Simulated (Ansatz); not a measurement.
# TiC (singlet): density functionals in def2-TZVPP

Aim: run TiC (singlet) with a set of functionals in one basis and compare levels, spin and time.

Computed with Ansatz 0.2.0, Gaussian basis. Level: def2-TZVPP, all electrons in the functionals, frozen cores in the correlation of double hybrids and RPA.

The runs, in order: PBE, r2SCAN, PBE0, B3LYP, r2SCANh, wB97X-V, wB97M-V, B2PLYP, RKS PBE0, RPA-PBE.

2 further runs of the same task are left out: 1 for a known fault of the program, 1 that didn't finish.

## Step 1: The geometry

The geometry is a PBE0/def2-TZVP stationary point (not a proven minimum).

2 atoms, charge 0, spin multiplicity 1.

Atoms are counted from 1 here; the program's logs count them from 0.

Bond lengths: Ti1–C2 1.579 Å.

No dispersion term is added; wB97X-V, wB97M-V hold VV10 nonlocal correlation. B3LYP takes the VWN-RPA correlation.

## Step 2: PBE (unrestricted)

in.yaml reads:

```yaml
crystal:
  periodic: [false, false, false]
  atoms:
    - {symbol: Ti, position_ang: [0.000000, 0.000000, 0.000000]}
    - {symbol: C, position_ang: [0.000000, 0.000000, 1.578870]}
basis:
  gaussian: {orbitals: def2-TZVPP}
magnetization: {spin_polarized: true, initial_magnetization: 0}
hamiltonian: {xc: {name: PBE}}
output: {orbitals: {seedname: orbitals}}
```

The run is started by

```bash
ansatz run in.yaml --threads 1 --pin off --events-out ev --progress --plain --max-ram 2393MiB
```

The program printed:

```text
Functional definition: PBE
  name "PBE"
  cite "Perdew, Burke & Ernzerhof, Phys. Rev. Lett. 77, 3865 (1996) doi:10.1103/PhysRevLett.77.3865"
  parent pbe
  parameter kappa = 0.804
  parameter beta = 0.06672455060314922
  exchange = pbe_x(kappa = kappa, mu = beta*pi^2/3)
  correlation = pbe_c(beta = beta)
612 factors; their error is unknown
mean field evaluation 1: about -24124.7642 eV, gradient 5.7e1 eV
mean field evaluation 2: about -23974.7523 eV, gradient 1.0e2 eV
mean field evaluation 4: about -24135.9718 eV, gradient 2.3e1 eV
mean field evaluation 8: about -24138.9082 eV, gradient 1.1e0 eV
mean field evaluation 16: about -24138.9119 eV, gradient 4.4e-4 eV
mean field evaluation 32: about -24138.9448 eV, gradient 1.2e-5 eV
mean field evaluation 64: about -24138.9448 eV, gradient 8.9e-3 eV
mean field evaluation 96: about -24137.0887 eV, gradient 1.4e1 eV
mean field evaluation 128: about -24138.3486 eV, gradient 7.4e0 eV
mean field evaluation 160: about -24138.8365 eV, gradient 1.9e0 eV
mean field -24138.94484952 eV, -887.0898612554 hartree, gradient 1.2e-5 eV, S^2 0.327480; 13 other end points of the search recorded, 0 dependent functions left out
reference -24138.94488283 eV, -887.0898624793 hartree; 14, 14 occupied and 81, 81 virtual orbitals, 612 factors
Total energy: -24138.94488283 eV, -887.0898624793 hartree
```

It took 48 s on 1 thread of Intel Xeon at 2.50GHz, shared host.

From the report: ⟨S²⟩ of the determinant 0.327 (pure singlet: 0.00).

## Step 3: r2SCAN (unrestricted)

Changes to in.yaml since step 2:

```diff
@@ -8,3 +8,3 @@
 magnetization: {spin_polarized: true, initial_magnetization: 0}
-hamiltonian: {xc: {name: PBE}}
-output: {orbitals: {seedname: orbitals}}
+hamiltonian: {xc: {name: r2SCAN}}
+output: {forces: true}
```

Same command.

The program printed, cut to the lines that bear on the results:

```text
Functional definition: r2SCAN
  name "r2SCAN"
  cite "Furness, Kaplan, Ning, Perdew & Sun, J. Phys. Chem. Lett. 11, 8208 (2020) doi:10.1021/acs.jpclett.0c02405"
  cite "Furness, Kaplan, Ning, Perdew & Sun, J. Phys. Chem. Lett. 11, 9248 (2020) doi:10.1021/acs.jpclett.0c03077"
  parent r2scan
[...]
612 factors; their error is unknown
[...]
mean field -24144.44600477 eV, -887.2920249821 hartree, gradient 1.6e-5 eV, S^2 0.320689; 7 other end points of the search recorded, 0 dependent functions left out
[...]
reference -24144.44602182 eV, -887.2920256087 hartree; 14, 14 occupied and 81, 81 virtual orbitals, 612 factors
Total energy: -24144.44602182 eV, -887.2920256087 hartree
Atom 0 at     0.000000     0.000000     0.000000 Å, force     0.000000    -0.000000    -1.643812 eV/Å
Atom 1 at     0.000000     0.000000     1.578870 Å, force    -0.000000    -0.000000     1.643812 eV/Å
Dipole moment:    -0.000000    -0.000000    -1.079100 e Å
```

Wall time 80 s (1 thread of Intel Xeon at 2.50GHz, shared host); peak memory 0.25 GiB.

From the report: ⟨S²⟩ of the determinant 0.321 (pure singlet: 0.00).

## Step 4: PBE0 (unrestricted)

Changes to in.yaml since step 3:

```diff
@@ -8,3 +8,3 @@
 magnetization: {spin_polarized: true, initial_magnetization: 0}
-hamiltonian: {xc: {name: r2SCAN}}
-output: {forces: true}
+hamiltonian: {xc: {name: PBE0}}
+output: {forces: true, orbitals: {seedname: orbitals}}
```

Same command.

The program printed, cut to the lines that bear on the results:

```text
Functional definition: PBE0
  name "PBE0"
  cite "Adamo & Barone, J. Chem. Phys. 110, 6158 (1999) doi:10.1063/1.478522"
  cite "Perdew, Burke & Ernzerhof, Phys. Rev. Lett. 77, 3865 (1996) doi:10.1103/PhysRevLett.77.3865"
  parent pbe
[...]
692 factors; their error is unknown
[...]
mean field -24138.99683674 eV, -887.0917717505 hartree, gradient 1.3e-5 eV, S^2 0.293402; 7 other end points of the search recorded, 0 dependent functions left out
[...]
reference -24138.99686212 eV, -887.0917726831 hartree; 14, 14 occupied and 81, 81 virtual orbitals, 692 factors
Total energy: -24138.99686212 eV, -887.0917726831 hartree
Atom 0 at     0.000000     0.000000     0.000000 Å, force     0.000000     0.000000    -0.338559 eV/Å
Atom 1 at     0.000000     0.000000     1.578870 Å, force    -0.000000    -0.000000     0.338559 eV/Å
Dipole moment:    -0.000000    -0.000000    -1.274535 e Å
```

Run time: 39 s. Hardware: 1 thread of Intel Xeon at 2.50GHz, shared host.

From the report: ⟨S²⟩ of the determinant 0.293 (pure singlet: 0.00).

## Step 5: B3LYP (unrestricted)

Changes to in.yaml since step 4:

```diff
@@ -8,3 +8,2 @@
 magnetization: {spin_polarized: true, initial_magnetization: 0}
-hamiltonian: {xc: {name: PBE0}}
-output: {forces: true, orbitals: {seedname: orbitals}}
+hamiltonian: {xc: {name: B3LYP}}
```

Same command.

The program printed, cut to the lines that bear on the results:

```text
Functional definition: B3LYP
  name "B3LYP"
  cite "Stephens, Devlin, Chabalowski & Frisch, J. Phys. Chem. 98, 11623 (1994) doi:10.1021/j100096a001"
  cite "Becke, Phys. Rev. A 38, 3098 (1988) doi:10.1103/PhysRevA.38.3098"
  cite "Lee, Yang & Parr, Phys. Rev. B 37, 785 (1988) doi:10.1103/PhysRevB.37.785"
  cite "Vosko, Wilk & Nusair, Can. J. Phys. 58, 1200 (1980) doi:10.1139/p80-159"
[...]
678 factors; their error is unknown
[...]
mean field -24146.37773363 eV, -887.3630147083 hartree, gradient 1.1e-5 eV, S^2 0.366463; 5 other end points of the search recorded, 0 dependent functions left out
reference -24146.37790852 eV, -887.3630211352 hartree; 14, 14 occupied and 81, 81 virtual orbitals, 678 factors
Total energy: -24146.37790852 eV, -887.3630211352 hartree
```

It took 38 s on 1 thread of Intel Xeon at 2.50GHz, shared host.

From the report: ⟨S²⟩ of the determinant 0.366 (pure singlet: 0.00).

## Step 6: r2SCANh (unrestricted)

Changes to in.yaml since step 5:

```diff
@@ -8,2 +8,2 @@
 magnetization: {spin_polarized: true, initial_magnetization: 0}
-hamiltonian: {xc: {name: B3LYP}}
+hamiltonian: {xc: {name: r2SCANh}}
```

Launched as before.

The program printed, cut to the lines that bear on the results:

```text
Functional definition: r2SCANh
  name "r2SCANh"
  cite "Bursch, Neugebauer, Ehlert & Grimme, J. Chem. Phys. 156, 134105 (2022) doi:10.1063/5.0086040"
  cite "Furness, Kaplan, Ning, Perdew & Sun, J. Phys. Chem. Lett. 11, 8208 (2020) doi:10.1021/acs.jpclett.0c02405"
  cite "Furness, Kaplan, Ning, Perdew & Sun, J. Phys. Chem. Lett. 11, 9248 (2020) doi:10.1021/acs.jpclett.0c03077"
  parent r2scan
[...]
621 factors; their error is unknown
[...]
mean field -24143.94743195 eV, -887.2737027689 hartree, gradient 1.6e-5 eV, S^2 0.327164; 6 other end points of the search recorded, 0 dependent functions left out
reference -24143.94744758 eV, -887.2737033431 hartree; 14, 14 occupied and 81, 81 virtual orbitals, 621 factors
Total energy: -24143.94744758 eV, -887.2737033431 hartree
```

It took 73 s on 1 thread of Intel Xeon at 2.50GHz, shared host; peak memory 0.26 GiB.

From the report: ⟨S²⟩ of the determinant 0.327 (pure singlet: 0.00).

## Step 7: wB97X-V (unrestricted)

Changes to in.yaml since step 6:

```diff
@@ -8,2 +8,2 @@
 magnetization: {spin_polarized: true, initial_magnetization: 0}
-hamiltonian: {xc: {name: r2SCANh}}
+hamiltonian: {xc: {name: wB97X-V}}
```

Same command.

The program printed, cut to the lines that bear on the results:

```text
Functional definition: wB97X-V
  name "wB97X-V"
  cite "Mardirossian & Head-Gordon, Phys. Chem. Chem. Phys. 16, 9904 (2014) doi:10.1039/C3CP54374A"
  cite "Becke, J. Chem. Phys. 107, 8554 (1997) doi:10.1063/1.475007"
  cite "Vydrov & Van Voorhis, J. Chem. Phys. 133, 244103 (2010) doi:10.1063/1.3521275"
[...]
      + integral(e_c_pw_opposite_spin*poly(b97_u_opposite, cos0, cos1)) + vv10(b, c)
660 factors; their error is unknown
118 factors; integrals over basis functions are off by at most 5.3e-5 eV
[...]
mean field -24141.95685368 eV, -887.2005503666 hartree, gradient 4.7e-6 eV, S^2 0.000000; 2 other end points of the search recorded, 0 dependent functions left out
reference -24141.95685208 eV, -887.2005503077 hartree; 14, 14 occupied and 81, 81 virtual orbitals, 660 factors
Total energy: -24141.95685208 eV, -887.2005503077 hartree
```

Wall time 57 s (1 thread of Intel Xeon at 2.50GHz, shared host); peak memory 0.33 GiB.

From the report: ⟨S²⟩ of the determinant 0.000 (pure singlet: 0.00).

## Step 8: wB97M-V (unrestricted)

Changes to in.yaml since step 7:

```diff
@@ -8,2 +8,3 @@
 magnetization: {spin_polarized: true, initial_magnetization: 0}
-hamiltonian: {xc: {name: wB97X-V}}
+hamiltonian: {xc: {name: wB97M-V}}
+output: {forces: true, orbitals: {seedname: orbitals}}
```

Same command.

The program printed, cut to the lines that bear on the results:

```text
Functional definition: wB97M-V
  name "wB97M-V"
  cite "Mardirossian & Head-Gordon, J. Chem. Phys. 144, 214110 (2016) doi:10.1063/1.4952647"
  cite "Becke, J. Chem. Phys. 107, 8554 (1997) doi:10.1063/1.475007"
  cite "Vydrov & Van Voorhis, J. Chem. Phys. 133, 244103 (2010) doi:10.1063/1.3521275"
  # Of w^i u^j: cxij and so on, Table III.
[...]
  gx(w, u) = 1 - cx + cx01*u + cx10*w
  gss(w, u) = css00 + css04*u^4 + css10*w + css20*w^2 + css43*w^4*u^3
  gos(w, u) = cos00 + cos10*w + (cos20 + cos21*u)*w^2 + (cos60 + cos61*u)*w^6
[...]
      + integral(e_c_pw_mod_opposite_spin*gos(b97_w_opposite, b97_u_opposite)) + vv10(b, c)
644 factors; their error is unknown
118 factors; integrals over basis functions are off by at most 5.3e-5 eV
[...]
mean field -24143.92138371 eV, -887.2727455136 hartree, gradient 9.5e-6 eV, S^2 0.000000; 2 other end points of the search recorded, 0 dependent functions left out
[...]
reference -24143.92142856 eV, -887.2727471619 hartree; 14, 14 occupied and 81, 81 virtual orbitals, 644 factors
Total energy: -24143.92142856 eV, -887.2727471619 hartree
Atom 0 at     0.000000     0.000000     0.000000 Å, force     0.000000    -0.000000     1.018664 eV/Å
Atom 1 at     0.000000     0.000000     1.578870 Å, force    -0.000000    -0.000000    -1.018664 eV/Å
Dipole moment:    -0.000000    -0.000000    -1.532325 e Å
```

It took 61 s on 1 thread of Intel Xeon at 2.50GHz, shared host; peak memory 0.35 GiB.

From the report: ⟨S²⟩ of the determinant 0.000 (pure singlet: 0.00).

## Step 9: B2PLYP (unrestricted)

Changes to in.yaml since step 8:

```diff
@@ -8,3 +8,3 @@
 magnetization: {spin_polarized: true, initial_magnetization: 0}
-hamiltonian: {xc: {name: wB97M-V}}
-output: {forces: true, orbitals: {seedname: orbitals}}
+hamiltonian: {xc: {name: B2PLYP}}
+correlation: {electrons: outside_noble_gas}
```

Same command.

The program printed, cut to the lines that bear on the results:

```text
Functional definition: B2PLYP
  name "B2PLYP"
  cite "Grimme, J. Chem. Phys. 124, 034108 (2006) doi:10.1063/1.2148954"
  cite "Becke, Phys. Rev. A 38, 3098 (1988) doi:10.1103/PhysRevA.38.3098"
  cite "Lee, Yang & Parr, Phys. Rev. B 37, 785 (1988) doi:10.1103/PhysRevB.37.785"
[...]
639 factors; integrals over basis functions are off by at most 9.7e-4 eV
[...]
mean field -24135.18545088 eV, -886.9517059036 hartree, gradient 3.7e-6 eV, S^2 1.034955; 13 other end points of the search recorded, 0 dependent functions left out
10 core orbitals not correlated: weight in the atoms' cores, before any rotation towards them, 0.990 or more for the frozen orbitals, at most 0.006 for the correlated occupied ones
reference -24135.18556296 eV, -886.9517100226 hartree; 4, 4 occupied and 81, 81 virtual orbitals, 639 factors
second order -11.13332600 eV of doubles, -0.00000000 eV of singles
Total energy: -24138.19156099 eV, -887.0621784123 hartree
```

It took 1.9 min on 1 thread of Intel Xeon at 2.50GHz, shared host; peak memory 0.26 GiB.

From the report: ⟨S²⟩ of the determinant 1.035 (pure singlet: 0.00). The determinant is far from a pure spin state, so its energy mixes those of several spin states (harmless only where they are near-degenerate, as at dissociation).

## Step 10: PBE0 (restricted)

in.yaml reads:

```yaml
crystal:
  periodic: [false, false, false]
  atoms:
    - {symbol: Ti, position_ang: [0.000000, 0.000000, 0.000000]}
    - {symbol: C, position_ang: [0.000000, 0.000000, 1.578870]}
basis:
  gaussian: {orbitals: def2-TZVPP}
hamiltonian: {xc: {name: PBE0}}
```

The command is unchanged.

The program printed:

```text
Functional definition: PBE0
  name "PBE0"
  cite "Adamo & Barone, J. Chem. Phys. 110, 6158 (1999) doi:10.1063/1.478522"
  cite "Perdew, Burke & Ernzerhof, Phys. Rev. Lett. 77, 3865 (1996) doi:10.1103/PhysRevLett.77.3865"
  parent pbe
  parameter a = 0.25
  parameter kappa = 0.804
  parameter beta = 0.06672455060314922
  exchange = (1 - a)*pbe_x(kappa = kappa, mu = beta*pi^2/3) + a*exact_x
  correlation = pbe_c(beta = beta)
692 factors; their error is unknown
mean field evaluation 1: about -24124.5888 eV, gradient 8.1e1 eV
mean field evaluation 2: about -24024.6619 eV, gradient 1.7e2 eV
mean field evaluation 4: about -24136.5395 eV, gradient 3.7e1 eV
mean field evaluation 8: about -24138.8425 eV, gradient 2.6e-1 eV
mean field evaluation 16: about -24138.9719 eV, gradient 1.0e-3 eV
mean field -24138.97185947 eV, -887.0908538527 hartree, gradient 7.5e-5 eV, S^2 0.000000; 0 other end points of the search recorded, 0 dependent functions left out
reference -24138.97188181 eV, -887.0908546736 hartree; 14, 14 occupied and 81, 81 virtual orbitals, 692 factors
Total energy: -24138.97188181 eV, -887.0908546736 hartree
```

It took 3.8 s on 1 thread of Intel Xeon at 2.50GHz, shared host.

## Step 11: RPA-PBE

Changes to in.yaml since step 10:

```diff
@@ -7,2 +7,4 @@
   gaussian: {orbitals: def2-TZVPP}
-hamiltonian: {xc: {name: PBE0}}
+magnetization: {spin_polarized: true, initial_magnetization: 0}
+hamiltonian: {xc: {name: PBE}}
+correlation: {method: rpa, electrons: outside_noble_gas}
```

Same command.

The program printed, cut to the lines that bear on the results:

```text
Functional definition: PBE
  name "PBE"
  cite "Perdew, Burke & Ernzerhof, Phys. Rev. Lett. 77, 3865 (1996) doi:10.1103/PhysRevLett.77.3865"
  parent pbe
[...]
639 factors; integrals over basis functions are off by at most 9.7e-4 eV
[...]
mean field -24138.94484783 eV, -887.0898611931 hartree, gradient 1.8e-6 eV, S^2 0.327480; 10 other end points of the search recorded, 0 dependent functions left out
10 core orbitals not correlated: weight in the atoms' cores, before any rotation towards them, 0.992 or more for the frozen orbitals, at most 0.004 for the correlated occupied ones
reference -24108.87646411 eV, -885.9848684726 hartree; 4, 4 occupied and 81, 81 virtual orbitals, 639 factors
Total energy: -24121.93420357 eV, -886.4647315470 hartree
```

Run time: 51 s. Hardware: 1 thread of Intel Xeon at 2.50GHz, shared host.

From the report: ⟨S²⟩ of the determinant 0.327 (pure singlet: 0.00).

## Step 12: Side by side

```
functional  energy (eV)   ⟨S²⟩     time
       PBE  -24138.9449  0.327     48 s
    r2SCAN  -24144.4460  0.321     80 s
      PBE0  -24138.9969  0.293     39 s
     B3LYP  -24146.3779  0.366     38 s
   r2SCANh  -24143.9474  0.327     73 s
   wB97X-V  -24141.9569  0.000     57 s
   wB97M-V  -24143.9214  0.000     61 s
    B2PLYP  -24138.1916  1.035  1.9 min
  RKS PBE0  -24138.9719  0.000    3.8 s
   RPA-PBE  -24121.9342  0.327     51 s
```

Orbital levels of the runs that wrote orbitals: PBE HOMO -3.75, LUMO -3.22 eV; PBE0 HOMO -4.63, LUMO -2.38 eV; wB97M-V HOMO -6.65, LUMO -1.11 eV.

## Step 13: Summary of results

| quantity | value |
| --- | --- |
| spread of total energies | 24.4 eV |
| quickest, slowest | RKS PBE0 3.8 s, B2PLYP 1.9 min |

**Reading.** Total energies of different functionals can't be ranked; only differences within one functional count.
